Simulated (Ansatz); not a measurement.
**One shape, several levels: CuF (fluorocopper)**

Aim: a comparison of 4 runs (BHLYP/STO-3G, CAM-B3LYP/STO-3G, PBE0/STO-3G, MP2/STO-3G) of CuF (fluorocopper). 

The calculation is run with Ansatz 0.2.0.

59 further runs of the same task are left out: 36 that didn't finish, 23 set aside as unsound or not needed.

## 1. The structure to begin with

CuF has 2 atoms, charge 0, and is taken as a singlet. SMILES: `[F][Cu]`. The Cu2–F1 distance was set to 4.412 Å, away from the relaxed value.

## 2. The energy at BHLYP/STO-3G (run 1)

Contents of run.yaml:

```yaml
basis:
  gaussian:
    orbitals: STO-3G
crystal:
  periodic: [false, false, false]
  atoms:
    - {symbol: F, position_ang: [3.004015, -1.075751, 1.508308]}
    - {symbol: Cu, position_ang: [-0.751010, 0.268940, -0.377080]}
hamiltonian:
  xc: {name: BHLYP}
accuracy: high
```

The run is started by

```
$ ansatz run run.yaml --threads 1 --pin off --max-ram 3480MiB --events-out events.jsonl --progress --plain --runs-dir runs
```

Standard output:

```text
Warning: RAYON_NUM_THREADS=1 ignored (pool sized by the plan → 1); use --threads N
Functional definition: BHLYP
  name "BHLYP"
  parameter a = 0.5
  exchange = (1 - a)*b88_x + a*exact_x
  correlation = lyp_c
253 factors; integrals over basis functions are off by at most 1.6e-7 eV
mean field evaluation 1: about -46476.5142 eV, gradient 6.9e0 eV
mean field evaluation 2: about -46035.9095 eV, gradient 2.4e1 eV
mean field evaluation 4: about -46388.7393 eV, gradient 3.2e1 eV
mean field evaluation 8: about -46784.8327 eV, gradient 3.3e1 eV
mean field evaluation 16: about -46792.0135 eV, gradient 5.5e-1 eV
mean field evaluation 32: about -46792.7656 eV, gradient 1.7e-1 eV
mean field evaluation 64: about -46791.7619 eV, gradient 4.8e-1 eV
mean field evaluation 96: about -46792.7571 eV, gradient 1.6e-1 eV
mean field evaluation 128: about -46792.6127 eV, gradient 2.1e0 eV
mean field evaluation 160: about -46792.7658 eV, gradient 1.3e-1 eV
mean field -46792.77155396 eV, -1719.6026373282 hartree, gradient 7.7e-8 eV, S^2 0.000000; 10 other end points of the search recorded, 0 dependent functions left out
reference -46792.77157090 eV, -1719.6026379508 hartree; 19, 19 occupied and 4, 4 virtual orbitals, 253 factors
Total energy: -46792.77157090 eV, -1719.6026379508 hartree
```

It took 9.6 s on 1 thread of Arm Neoverse V2, shared host; peak memory 0.091 GiB.

## 3. A single-point energy at CAM-B3LYP/STO-3G (run 2)

Contents of job.yaml:

```yaml
crystal:
  periodic: [false, false, false]
  atoms:
    - {symbol: F, position_ang: [3.004015, -1.075751, 1.508308]}
    - {symbol: Cu, position_ang: [-0.751010, 0.268940, -0.377080]}
basis:
  gaussian:
    orbitals: STO-3G
hamiltonian:
  xc: {name: CAM-B3LYP}
accuracy: high
```

The run is started by

```
$ ansatz run job.yaml --threads 1 --pin off --max-ram 3480MiB --events-out events.jsonl --progress --plain --runs-dir runs
```

Standard output, cut to the lines that bear on the results:

```text
Warning: RAYON_NUM_THREADS=1 ignored (pool sized by the plan → 1); use --threads N
Functional definition: CAM-B3LYP
  name "CAM-B3LYP"
[...]
253 factors; integrals over basis functions are off by at most 1.6e-7 eV
111 factors; integrals over basis functions are off by at most 2.7e-9 eV
[...]
mean field -46792.20119887 eV, -1719.5816771652 hartree, gradient 9.5e-9 eV, S^2 0.000000; 8 other end points of the search recorded, 0 dependent functions left out
reference -46792.20121093 eV, -1719.5816776085 hartree; 19, 19 occupied and 4, 4 virtual orbitals, 253 factors
Total energy: -46792.20121093 eV, -1719.5816776085 hartree
```

Wall time 11 s (1 thread of Arm Neoverse V2, shared host); peak memory 0.095 GiB.

Run 3 isn't shown in full; the table further down has it.

## 4. A single-point energy at MP2/STO-3G (run 4)

Contents of in.yaml:

```yaml
basis:
  gaussian: {orbitals: STO-3G}
crystal:
  periodic: [false, false, false]
  atoms:
    - {symbol: F, position_ang: [3.004015, -1.075751, 1.508308]}
    - {symbol: Cu, position_ang: [-0.751010, 0.268940, -0.377080]}
correlation: {method: mp2, frozen_orbitals: {Cu: 5, F: 1}}
accuracy: high
```

The run is started by

```
$ ansatz run in.yaml --threads 1 --pin off --max-ram 3480MiB --events-out events.jsonl --progress --plain --runs-dir runs
```

Standard output, cut to the lines that bear on the results:

```text
Warning: RAYON_NUM_THREADS=1 ignored (pool sized by the plan → 1); use --threads N
Functional definition: HF
  name "HF"
[...]
253 factors; integrals over basis functions are off by at most 1.6e-7 eV
[...]
mean field -46749.38167339 eV, -1718.0080886281 hartree, gradient 7.1e-9 eV, S^2 0.000000; 24 other end points of the search recorded, 0 dependent functions left out; unrestricted orbitals would lower it
[...]
unrestricted determinant -46759.46718298 eV, -1718.3787242695 hartree, S^2 1.9997
6 core orbitals not correlated: weight in the atoms' cores, before any rotation towards them, 1.000 or more for the frozen orbitals, at most 0.000 for the correlated occupied ones
reference -46749.38167339 eV, -1718.0080886281 hartree; 13, 13 occupied and 4, 4 virtual orbitals, 253 factors
second order -7.72557037 eV of doubles, -0.00000000 eV of singles
WARN: the method's energy lies above the unrestricted determinant's, so it is not that of the lowest state
Total energy: -46757.10724376 eV, -1718.2919981027 hartree
```

Wall time 1.2 s (1 thread of Arm Neoverse V2, shared host).

## 5. Overview of the runs

```csv
run,level,frozen core orbitals,energy (Eh),wall time
1,BHLYP/STO-3G,–,-1719.602638,9.6 s
2,CAM-B3LYP/STO-3G,–,-1719.581678,11 s
3,PBE0/STO-3G,–,-1719.322463,15 s
4,MP2/STO-3G,6,-1718.291998,1.2 s
```

## 6. Summary of results

```
                                          quantity           value
                               run 4: total energy  -1718.29200 Eh
run 4: correlation energy (6 core orbitals frozen)      -283.9 mEh
```

What this shows: Totals of different functionals can't be ranked against each other. In run 4 the log says that unrestricted orbitals would lower the reference, so the values rest on an unstable closed-shell determinant (other closed-shell runs at this shape may share the fault). In runs 1, 2, 3, 4 the basis is minimal, so the values are rough. In runs 1, 2, 3, 4 a closed-shell determinant meets a far-stretched bond, which it describes badly. All runs together took 37 s, the longest 15 s.
